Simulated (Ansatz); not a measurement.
Task: a single point in a Gaussian basis of CH9AlSi2, SMILES C[SiH2][AlH][SiH3], with Ansatz 0.2.0 through its Python package. Give the script and its output. Settings: PBE0, pcseg-2 basis, multiplicity 1.

```csv
atom,x (Å),y (Å),z (Å)
C,-1.1205,2.1223,-0.4329
Si,-0.4907,0.9964,0.8402
Al,1.1296,-0.3670,-0.1581
Si,0.9471,-2.6986,-0.1759
H,-0.3472,2.7950,-0.8568
H,-1.9465,2.8262,0.0148
H,-1.5896,1.5848,-1.2707
H,-1.5336,0.1714,1.3540
H,0.1112,1.7895,1.9836
H,2.4653,0.2898,-0.7736
H,0.8395,-3.1829,-1.5429
H,-0.3794,-3.0391,0.5011
H,1.9352,-3.3225,0.5319
```

Script `ch9alsi2_energy.py`:
```python
from pathlib import Path

import ansatz as az
import numpy as np

SETTINGS = {
    "basis_set": "pcseg-2",
    "xc": "PBE0",
}

geometry_ang = [
    ("C", (-1.1205, 2.1223, -0.4329)),
    ("Si", (-0.4907, 0.9964, 0.8402)),
    ("Al", (1.1296, -0.367, -0.1581)),
    ("Si", (0.9471, -2.6986, -0.1759)),
    ("H", (-0.3472, 2.795, -0.8568)),
    ("H", (-1.9465, 2.8262, 0.0148)),
    ("H", (-1.5896, 1.5848, -1.2707)),
    ("H", (-1.5336, 0.1714, 1.354)),
    ("H", (0.1112, 1.7895, 1.9836)),
    ("H", (2.4653, 0.2898, -0.7736)),
    ("H", (0.8395, -3.1829, -1.5429)),
    ("H", (-0.3794, -3.0391, 0.5011)),
    ("H", (1.9352, -3.3225, 0.5319)),
]
molecule = az.Crystal.molecule()
for symbol, xyz in geometry_ang:
    molecule = molecule.atom(symbol, xyz)

model = (
    molecule.calculation()
    .basis(gaussian=SETTINGS["basis_set"])
    .functional(SETTINGS["xc"])
    .forces()
    .orbitals()
)
outcome = model.run(threads=1, pin="off", runs_dir="out")
rep = outcome.report

print("reference energy %16.6f eV" % rep["reference_energy_ev"])
print("total energy     %16.6f eV" % rep["free_energy_ev"])
print("occupied orbitals outside the frozen core (up, down):", rep["n_occupied"], " frozen:", rep["n_frozen"], " virtual:", rep["n_virtual"])

field = rep["mean_field"]
print("<S^2> =", round(abs(field["state"]["spin_squared"]), 4), " all-electron relativity setting:", field["relativity"])
print("passes:", field["passes"])
if "symmetry" in field:
    print("occupied orbitals by irrep:", field["symmetry"]["occupied"])

symbols = [site.symbol for site in molecule.cartesian_sites]
forces = np.array(rep["forces_ev_ang"])
print("largest force", round(float(np.linalg.norm(forces, axis=1).max()), 4), "eV/A, rms", round(float(np.sqrt((forces ** 2).mean())), 4))

charges = rep["charge_distribution"]
print("dipole moment", round(4.803205 * float(np.linalg.norm(charges["dipole_moment_e_ang"])), 3), "D")
print("Mulliken:", [(s, round(q, 3)) for s, q in zip(symbols, charges["mulliken_charges_e"])])

lines = Path(rep["orbitals_path"]).read_text().splitlines()
field_of = lambda key: [line.split("=")[1].strip() for line in lines if line.startswith(key)]
orbitals = [(27.211386 * float(e), s, float(n)) for e, s, n in zip(field_of("Ene="), field_of("Spin="), field_of("Occup="))]
homo = max(e for e, _, n in orbitals if n > 0.5)
lumo = min(e for e, _, n in orbitals if n < 0.5)
for e, spin, n in sorted(orbitals):
    if homo - 15 < e < lumo + 5:
        print(f"{spin:6s} {e:10.3f} eV  occupation {n:.0f}")
```

Output of `python ch9alsi2_energy.py`:
```text
reference energy    -23525.100939 eV
total energy        -23525.100939 eV
occupied orbitals outside the frozen core (up, down): [28, 28]  frozen: 0  virtual: [230, 230]
<S^2> = 0.0  all-electron relativity setting: none
passes: {'evaluations': 16, 'products': 12}
occupied orbitals by irrep: [{'A': 28}, {'A': 28}]
largest force 3.2565 eV/A, rms 1.0053
dipole moment 0.983 D
Mulliken: [('C', -0.318), ('Si', 0.3), ('Al', 0.34), ('Si', 0.244), ('H', 0.073), ('H', 0.077), ('H', 0.056), ('H', -0.11), ('H', -0.117), ('H', -0.214), ('H', -0.109), ('H', -0.12), ('H', -0.103)]
Alpha     -19.724 eV  occupation 2
Alpha     -15.206 eV  occupation 2
Alpha     -14.389 eV  occupation 2
Alpha     -11.737 eV  occupation 2
Alpha     -11.520 eV  occupation 2
Alpha     -10.599 eV  occupation 2
Alpha     -10.158 eV  occupation 2
Alpha      -9.701 eV  occupation 2
Alpha      -9.470 eV  occupation 2
Alpha      -9.349 eV  occupation 2
Alpha      -7.732 eV  occupation 2
Alpha      -6.966 eV  occupation 2
Alpha      -2.300 eV  occupation 0
Alpha       0.152 eV  occupation 0
Alpha       0.262 eV  occupation 0
Alpha       0.605 eV  occupation 0
Alpha       0.854 eV  occupation 0
Alpha       1.071 eV  occupation 0
Alpha       1.316 eV  occupation 0
Alpha       1.555 eV  occupation 0
Alpha       1.750 eV  occupation 0
Alpha       1.901 eV  occupation 0
Alpha       1.948 eV  occupation 0
Alpha       2.475 eV  occupation 0
Alpha       2.562 eV  occupation 0
```

Caveats:
- Total energies depend on the basis set; only differences at equal settings carry meaning.
- The geometry is a force-field or estimated start, not a minimum of this method, and the basis set is short of its limit.
- Alpha marks a spatial orbital of a restricted run, filled by both spins.
- Levels such as HOMO and LUMO are orbital energies: with these approximate functionals they aren't the ionisation energy and electron affinity, and their gap isn't the fundamental gap.
- Hardware and time: 18 s on 1 thread of Arm Neoverse V1, with other jobs on the host, peak memory 0.74 GiB.
